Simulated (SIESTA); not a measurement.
Here is a SIESTA 5.4.2 calculation.

KLaHf2O6.fdf

```
SystemName                      KLaHf2O6
SystemLabel                     KLaHf2O6
NumberOfSpecies                 4
NumberOfAtoms                   10
%block ChemicalSpeciesLabel
  1  72 Hf
  2  57 La
  3  19 K
  4   8 O
%endblock ChemicalSpeciesLabel

LatticeConstant                 1.0 Ang
%block LatticeVectors
     0.0000000000     4.1310699700     4.1310699700
     4.1310699700     0.0000000000     4.1310699700
     4.1310699700     4.1310699700     0.0000000000
%endblock LatticeVectors
AtomicCoordinatesFormat         Fractional
%block AtomicCoordinatesAndAtomicSpecies
     0.7500000000     0.7500000000     0.7500000000  1  Hf
     0.2500000000     0.2500000000     0.2500000000  1  Hf
     0.5000000000     0.5000000000     0.5000000000  2  La
     0.0000000000     0.0000000000     0.0000000000  3  K
     0.0000000000     0.5000000000     0.0000000000  4  O
     0.5000000000     0.0000000000     0.5000000000  4  O
     0.5000000000     0.0000000000     0.0000000000  4  O
     0.0000000000     0.5000000000     0.5000000000  4  O
     0.0000000000     0.0000000000     0.5000000000  4  O
     0.5000000000     0.5000000000     0.0000000000  4  O
%endblock AtomicCoordinatesAndAtomicSpecies

%block kgrid.MonkhorstPack
    6   0   0  0.0
    0   6   0  0.0
    0   0   6  0.0
%endblock kgrid.MonkhorstPack
XC.Functional                   GGA
XC.Authors                      PBEsol
PAO.BasisSize                   DZP
PAO.EnergyShift                 0.003 Ry
Mesh.Cutoff                     800 Ry
OccupationFunction              FD
ElectronicTemperature           0.05 eV
MaxSCFIterations                120
SCF.MustConverge                false
SCF.Mixer.Method                Pulay
SCF.Mixer.Weight                0.25
SCF.Mixer.History               8
SCF.DM.Tolerance                5.0e-05
SCF.H.Tolerance                 1.0e-03 eV
WriteForces                     true
Charge.Mulliken                 end
%block PAO.Basis
  Hf 5
  n=5 0 2
    3.241 0.000
  n=6 0 2
    8.114 0.000
  n=5 1 2
    3.929 0.000
  n=6 1 1
    8.114
  n=5 2 2
    7.842 0.000
  La 5
  n=5 0 2
    4.181 0.000
  n=6 0 2
    9.500 0.000
  n=5 1 2
    4.927 0.000
  n=6 1 1
    9.500
  n=5 2 2
    8.463 0.000
  K 5
  n=3 0 2
    3.889 0.000
  n=4 0 2
    9.500 0.000
  n=3 1 2
    4.612 0.000
  n=4 1 1
    9.500
  n=3 2 1
    7.000
%endblock PAO.Basis
```

Potentials or basis: PseudoDojo 0.4 standard (PBEsol files), DZP (energy shift 0.003 Ry; two zetas on semicore shells; d shell added on K).

Command:

```sh
$ siesta < KLaHf2O6.fdf > KLaHf2O6.out 2>&1
```

(1) Predict the band gap on the k mesh.

(2) Estimate the pressure.

Answers

(1) 2.73 eV, direct.

(2) -2.5 GPa.

Caveat: short orbitals over semicore shells can move pressures by several GPa; spin-orbit coupling is left out, which moves the levels of the heavy elements; the basis of atomic orbitals isn't converged, which shifts pressures, moduli and gaps.
